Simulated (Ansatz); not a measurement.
# Cr3PtN: a trial structure relaxed

Where does Cr3PtN go from the start given, structure listed in a database for this formula (Pm-3m, No. 221)?

Program: Ansatz 0.2.0. Level of theory: DFT PBEsol, scalar-relativistic, plane waves, PAW. These are calculated values, not measurements.

1 further run of the same task is left out (it didn't finish).

## 1. The system as given

The structure is cubic, space group Pm-3m (No. 221). The conventional cell has a = 3.913 Å, b = 3.913 Å, c = 3.913 Å, α = 90.00°, β = 90.00°, γ = 90.00°. Cr (site symmetry 4/mmm) is surrounded by 2 N at 1.96 Å. Pt (site symmetry m-3m) is surrounded by 12 Cr at 2.77 Å. Around N (site symmetry m-3m) lie 6 Cr at 1.96 Å.

As a file:

```cif
data_structure
_symmetry_space_group_name_H-M 'Pm-3m'
_symmetry_Int_Tables_number 221
_cell_length_a 3.9134
_cell_length_b 3.9134
_cell_length_c 3.9134
_cell_angle_alpha 90.000
_cell_angle_beta 90.000
_cell_angle_gamma 90.000
_cell_volume 59.93
loop_
_atom_site_label
_atom_site_type_symbol
_atom_site_symmetry_multiplicity
_atom_site_Wyckoff_symbol
_atom_site_fract_x
_atom_site_fract_y
_atom_site_fract_z
_atom_site_occupancy
Cr1 Cr 3 c 0.50000 0.00000 0.50000 1
Pt1 Pt 1 a 0.00000 0.00000 0.00000 1
N1 N 1 b 0.50000 0.50000 0.50000 1
```

(A quick probe on a coarse mesh, which set the mesh and smearing, is not shown.)

## 3. A loose first relaxation

File input.yaml:

```yaml
crystal:
  lattice:
    - [3.9133829233, 0.0, 0.0]
    - [0.0, 3.9133829233, 0.0]
    - [0.0, 0.0, 3.9133829233]
  atoms:
    - { symbol: Cr, position: [0.5, 0.0, 0.5], spin: 0.53 }
    - { symbol: Cr, position: [0.0, 0.5, 0.5], spin: 0.53 }
    - { symbol: Cr, position: [0.5, 0.5, 0.0], spin: 0.53 }
    - { symbol: Pt, position: [0.0, 0.0, 0.0] }
    - { symbol: "N", position: [0.5, 0.5, 0.5] }
basis:
  ecutwfc: 420
kpoints:
  mp_grid: { grid: [4, 4, 4] }
hamiltonian:
  xc: pbesol
scf:
  occupations: { method: gaussian, width: 0.1 }
  lower_state_search: "off"
output:
  forces: true
  stress: true
  eigenvalues: true
  populations: true
magnetization:
  spin_polarized: true
relax:
  adjacent_minimum: "off"
  f_tol: 0.04
  max_steps: 70
  cell: { stress_tol: 0.4 }
```

Started as:

```console
ansatz run input.yaml --threads 1 --pin off --max-ram 2560MiB --backend cpu --events-out ev --progress --plain --runs-dir out
```

Further runs follow: relaxing cell and atoms.

What does the calculation give?

**Answer**, as computed:

Formation energies count from the elements, computed with the same settings in runs not shown here.

| quantity | value |
| --- | --- |
| cell | a = 3.789 Å, b = 3.789 Å, c = 3.789 Å, α = 90.00°, β = 90.00°, γ = 90.00° |
| space group | Pm-3m (No. 221) |
| volume | 10.88 Å³/atom |
| gap on the mesh | none (metal) |
| formation energy from the elements | -0.415 eV/atom |
| largest moment | 0.15 μB |

What this shows: The space group stayed Pm-3m, and from the first guess the volume went from 11.99 to 10.88 Å³/atom. With -0.42 eV/atom it lies under the elements, which doesn't yet make it stable against other compounds of them. The runs treat Pt without spin-orbit coupling.
